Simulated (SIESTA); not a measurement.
Crystal: AlSn.

```
Sn Al
1.0
     4.19811    0.00000    0.00000
    -2.09905    3.63567    0.00000
     0.00000    0.00000    3.30685
Sn Al
1 1
Cartesian
  0.0000 2.4238 1.6534
  0.0000 0.0000 0.0000
```

The cell comes from a database or a generator and needn't be the stable form of this composition.

Base run:

| Item | Value |
| --- | --- |
| Program | SIESTA 5.4.2 |
| Functional | PBEsol |
| Potentials or basis | PseudoDojo 0.4 standard (PBEsol files) |
| Basis | DZP (energy shift 0.003 Ry; two zetas on semicore shells) |
| Grid cutoff | 500 Ry |
| Energy shift | 0.003 Ry |
| k mesh | 7 × 7 × 8 |
| Occupations | fermi-dirac, width 0.05 eV |
| Spin | no spin polarisation |

Its results: band gap on the k mesh none (metal or under the smearing width); pressure -1.5 GPa.

**Question.** The run is repeated on the same cell with these changes: functional from PBEsol to PBE; potentials or basis from PseudoDojo 0.4 standard (PBEsol files) to PseudoDojo 0.4 standard (PBE files). What comes out?

**Answer.** Band gap on the k mesh none (metal or under the smearing width); pressure 0.5 GPa.

Caveats: the basis of atomic orbitals isn't converged, which shifts pressures, moduli and gaps; spin-orbit coupling is left out, which moves the levels of the heavy elements (some runs).
